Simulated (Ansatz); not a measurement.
# BCl2H2N: the cost of one run

Program: Ansatz 0.2.0. Level of theory: RKS PBE0/def2-SVP. These are calculated values, not measurements.

**1. Starting point**

Bond lengths: B1–N2 1.550 Å, N2–H3 1.060 Å, N2–H4 1.060 Å, B1–Cl5 1.860 Å, B1–Cl6 1.860 Å. Angles: B1–N2–H3 120.0°, B1–N2–H4 120.0°, H3–N2–H4 120.0°, N2–B1–Cl5 120.0°, N2–B1–Cl6 120.0°, Cl5–B1–Cl6 120.0°.

As a file:

```xyz
6

B     0.0000    0.0000    0.0000
N     0.0000    0.0000    1.5500
H    -0.8770   -0.2713    2.0800
H     0.8770    0.2713    2.0800
Cl    1.6108    0.0000   -0.9300
Cl   -1.6108    0.0000   -0.9300
```

**2. Preparing the start**

File input.yaml:

```yaml
crystal:
  periodic: [false, false, false]
  atoms:
    - { symbol: B, position_ang: [0.0, 0.0, 0.0] }
    - { symbol: "N", position_ang: [0.0, 0.0, 1.55] }
    - { symbol: H, position_ang: [-0.877, -0.2713, 2.08] }
    - { symbol: H, position_ang: [0.877, 0.2713, 2.08] }
    - { symbol: Cl, position_ang: [1.6108, 0.0, -0.93] }
    - { symbol: Cl, position_ang: [-1.6108, 0.0, -0.93] }
basis:
  gaussian: { orbitals: def2-SVP }
hamiltonian:
  xc: pbe0
relax:
  f_tol: 0.02
  max_steps: 40
```

The run is started by

```
> ansatz run input.yaml --threads 1 --pin off --max-ram 2048MiB --backend cpu --events-out ev --progress --plain --runs-dir out
```

What time and memory should one allow on 1 thread of Arm Neoverse V1, shared host?

About 20 s, with a peak of 0.14 GiB.
